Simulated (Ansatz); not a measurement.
The system is HfMoC2.

```
Hf Mo C
1.0
     3.19142    0.00000    0.00000
     0.00000    3.19142    0.00000
     0.00000    0.00000    4.48516
Hf Mo C
1 1 2
Direct
  0.00000 0.00000 0.00000
  0.50000 0.50000 0.50000
  0.50000 0.50000 0.00000
  0.00000 0.00000 0.50000
```

The cell comes from a database or a generator and needn't be the stable form of this composition.

Base run:

* Program: Ansatz 0.2.0
* Functional: PBEsol
* Potentials or basis: all-electron LAPW, scalar-relativistic
* Cutoff: 301 eV
* Density cutoff: 1206 eV
* Basis error allowed: 0.002 eV/atom
* k mesh: 8 × 8 × 6
* Occupations: fermi-dirac, width 0.05 eV
* Spin: no spin polarisation
* Hubbard terms: Hf d U = 2 eV, Mo d U = 2 eV

Its results: band gap on the k mesh none (metal or under the smearing width); pressure -7.0 GPa.

Q: The run is repeated on the same cell with these changes: hubbard terms from Hf d U = 2 eV, Mo d U = 2 eV to Hf d U = 8 eV, Mo d U = 8 eV. What comes out?

A: Band gap on the k mesh none (metal or under the smearing width); pressure 6.3 GPa.

Caveats: U is the effective U less J, on atomic orbitals that reach past the spheres; U without spin polarisation on a metal has little footing; the U is typed as a test and isn't derived for this compound.

Not every run made on this cell is shown here.
